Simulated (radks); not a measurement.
# Fractional charge and spin in the 6s shell of osmium

The task here is to estimate one member of a computed series from the others.

Method: scalar-relativistic Kohn-Sham, PBE, spin-polarised, spherical densities, point nucleus. Code: radks (a radial shooting solver on a logarithmic mesh, Libxc functionals) version 1.

**The system**

* element: osmium (Z = 76)
* configuration: [Xe] 4f14 5d(up 3, down 3) 6s(up 1, down 1)

A shell typed twice in an input gives spin up, then spin down.

The first run:

Input:

```text
Z 76
configuration [Xe] 4f14 5d3 5d3 6s1 6s1
relativity scalar-relativistic
functional pbe,pbe
spin polarised
nucleus point
c 137.035999084
```

Steps of the session up to this table: 6s: up 1, down 1.

One of the session's tables, all rows but one given; the rest of the session is left out.

It belongs to the step «6s: up 1, down 1». From the orbitals of this run (lengths in bohr):

```
level     <r>  outermost maximum (interpolated)  90 % within  nodes
   4s       ?                                 ?            ?      ?
   4p  0.4594                             0.425        0.667      2
   4d  0.4890                             0.435        0.731      1
   5s   1.006                             0.913         1.44      4
   4f  0.5565                             0.406        0.909      0
   5p   1.170                              1.03         1.70      3
   5d   1.817                              1.36         2.89      2
   6s   2.980                              2.48         4.45      5
```

Estimate the missing values for 4s.

**Answer.** <r>: 0.4318; outermost maximum (interpolated): 0.405; 90 % within: 0.619; nodes: 3. In the column «<r>» it is the lowest.
